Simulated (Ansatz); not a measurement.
**C2H4BCl: rigid scan of one bond length from a Python script**

How does the energy of C2H4BCl change as one bond is stretched? Aim: a rigid scan of one bond length, for C2H4BCl, run from a script. SMILES: ClB1CC1.

Computed with Ansatz 0.2.0, driven from Python. Level of theory: PBE0/def2-SVP.

### Step 1. The system

Bond lengths: Cl1–B2 1.779 Å, B2–C3 1.582 Å, B2–C4 1.659 Å, C3–C4 1.433 Å, C3–H5 1.127 Å, C3–H6 1.131 Å, C4–H7 1.096 Å, C4–H8 1.107 Å. Angles (14 of 15 angles, heavy atoms first): Cl1–B2–C3 153.3°, Cl1–B2–C4 154.3°, C3–B2–C4 52.4°, B2–C3–C4 66.5°, B2–C4–C3 61.0°, B2–C3–H5 114.8°, B2–C3–H6 114.5°, C4–C3–H5 113.9°, C4–C3–H6 116.0°, B2–C4–H7 111.7°, B2–C4–H8 110.2°, C3–C4–H7 118.6°, C3–C4–H8 116.5°, H5–C3–H6 119.8°.

No structure file is read: the coordinates are typed or built in the script.

### Step 2. Script

Input file scan.py:

```python
# -*- coding: utf-8 -*-
'''Potential curve of C2H4BCl along one bond.'''

import warnings

import ansatz as az
import matplotlib.pyplot as plt
import numpy as np

warnings.simplefilter('ignore', az.DeckWarning)

geometry_ang = [
    ('Cl', (-2.6036, 0.7864, -0.4338)),
    ('B', (-0.9214, 0.2792, -0.1565)),
    ('C', (0.6048, 0.5543, 0.1557)),
    ('C', (0.3024, -0.8335, -0.0327)),
    ('H', (1.1862, 1.0142, -0.6929)),
    ('H', (0.8156, 0.8753, 1.22)),
    ('H', (0.5324, -1.293, -1.0008)),
    ('H', (0.1758, -1.44, 0.8852)),
]
mol = az.Crystal.molecule()
for symbol, xyz in geometry_ang:
    mol = mol.atom(symbol, xyz)

symbols = [site.symbol for site in mol.cartesian_sites]
start = np.array([site.position_ang for site in mol.cartesian_sites])
axis = (start[0] - start[1]) / np.linalg.norm(start[0] - start[1])
moving = [0]
lengths, energies = [1.565, 1.636, 1.708, 1.779, 1.85, 1.921, 1.992, 2.099], []
for length in lengths:
    xyz = start.copy()
    xyz[moving] += (length - np.linalg.norm(start[0] - start[1])) * axis
    point = az.Crystal.molecule()
    for symbol, place in zip(symbols, xyz):
        point = point.atom(symbol, place.tolist())
    job = (
        point.calculation()
        .basis(gaussian='def2-SVP')
        .functional('pbe0')
    )
    summary = job.run(threads=1, pin='off').report
    energies.append(summary['free_energy_ev'])
    print(f'r = {length:6.3f} A  E = {energies[-1]:.5f} eV  <S^2> = {abs(summary["mean_field"]["state"]["spin_squared"]):.3f}')

# quartic fit about the minimum
fit = np.polynomial.Polynomial.fit(lengths, np.array(energies) - min(energies), 4).convert()
roots = [r.real for r in fit.deriv().roots() if abs(r.imag) < 1e-9 and fit.deriv(2)(r.real) > 0]
r_e = min(roots, key=lambda r: abs(r - lengths[int(np.argmin(energies))]))
print(f'minimum of the fit at {r_e:.4f} A, force constant {fit.deriv(2)(r_e):.2f} eV/A^2')
plt.figure(figsize=(4.5, 3))
plt.plot(lengths, np.array(energies) - min(energies), 'o-')
plt.xlabel('bond length (A)')
plt.ylabel('E - E(min) (eV)')
plt.tight_layout()
plt.savefig('scan.png', dpi=100)
```

### Step 3. The calls as engine input

The package turns the script's settings into the engine's input (first run):

```yaml
crystal:
  periodic: [false, false, false]
  atoms:
    - { symbol: Cl, position_ang: [-2.4014540597430827, 0.7254509922135843, -0.4004775239369616] }
    - { symbol: B, position_ang: [-0.9214, 0.2792, -0.1565] }
    - { symbol: C, position_ang: [0.6048, 0.5543, 0.1557] }
    - { symbol: C, position_ang: [0.3024, -0.8335, -0.0327] }
    - { symbol: H, position_ang: [1.1862, 1.0142, -0.6929] }
    - { symbol: H, position_ang: [0.8156, 0.8753, 1.22] }
    - { symbol: H, position_ang: [0.5324, -1.293, -1.0008] }
    - { symbol: H, position_ang: [0.1758, -1.44, 0.8852] }
basis:
  gaussian:
    orbitals: def2-SVP
hamiltonian:
  xc: pbe0
```

### Step 4. The run

The run is started by

```
$ python scan.py
```

Q: Predict the main results. Wanted: range of energy; lowest point, distance.

**Answer**, as computed:

```
                        quantity     value
bond length at the fit's minimum  1.7159 Å
                   runs compared         8
                 range of energy  1.113 eV
      lowest point, distance (Å)      1.71
```

The lowest point, at 1.71, lies inside the range. The ends stand 0.396 and 1.11 eV above it. The distance scanned is the script's pair 1, 0. Caveats:
- The rest of the molecule is held rigid at a force-field or estimated start geometry, and the basis set is modest; single-reference methods fail as a bond breaks.
- The orbitals are restricted, so S² is zero by construction.
